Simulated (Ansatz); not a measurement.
# MnAl5: the cost of one run

Program: Ansatz 0.2.0. Level of theory: DFT PBE, scalar-relativistic, plane waves, PAW. These are calculated values, not measurements.

## (1) Starting point

Symmetry: P4/mmm, No. 123, tetragonal system. The conventional cell has a = 4.818 Å, b = 4.818 Å, c = 2.731 Å, α = 90.00°, β = 90.00°, γ = 90.00°. Mn (site symmetry 4/mmm) has 8 Al at 1.83 Å as nearest neighbours. Al (site symmetry m2m) is surrounded by 2 Al at 1.72 Å and 2 Mn at 1.83 Å. Al (site symmetry 4/mmm) has 18 Al at 2.73 to 3.01 Å as nearest neighbours.

Structure file:

```
CELL_PARAMETERS angstrom
4.81847 0.00000 0.00000
0.00000 4.81847 0.00000
0.00000 0.00000 2.73097
ATOMIC_POSITIONS crystal
Mn 0.50000 0.50000 0.50000
Al 0.75282 0.50000 0.00000
Al 0.24718 0.50000 0.00000
Al 0.50000 0.24718 0.00000
Al 0.50000 0.75282 0.00000
Al 0.00000 0.00000 0.50000
```

Recipe of the guess: random cell by space group and Wyckoff sites (P4/mmm, No. 123). The dimensions are guesses.

## (2) The guess as it stands, on a coarse mesh

Contents of input.yaml:

```yaml
crystal:
  lattice:
    - [4.81846588, 0.0, 0.0]
    - [0.0, 4.81846588, 0.0]
    - [0.0, 0.0, 2.73096908]
  atoms:
    - { symbol: Mn, position: [0.5, 0.5, 0.5], spin: 4.0 }
    - { symbol: Al, position: [0.75281805, 0.5, 0.0] }
    - { symbol: Al, position: [0.24718195, 0.5, 0.0] }
    - { symbol: Al, position: [0.5, 0.24718195, 0.0] }
    - { symbol: Al, position: [0.5, 0.75281805, 0.0] }
    - { symbol: Al, position: [0.0, 0.0, 0.5] }
basis:
  ecutwfc: 420
kpoints:
  mp_grid: { grid: [4, 4, 6] }
hamiltonian:
  xc: pbe
scf:
  occupations: { method: gaussian, width: 0.1 }
  lower_state_search: "off"
output:
  forces: true
  stress: true
  eigenvalues: true
  populations: true
magnetization:
  spin_polarized: true
```

Command:

```console
$ ansatz run input.yaml --threads 1 --pin off --max-ram 2560MiB --backend cpu --events-out ev --progress --plain --runs-dir out
```

Q: Estimate wall time and peak memory on 1 thread of Intel Xeon at 2.70GHz, shared host.

About 8.9 s, with a peak of 0.39 GiB.
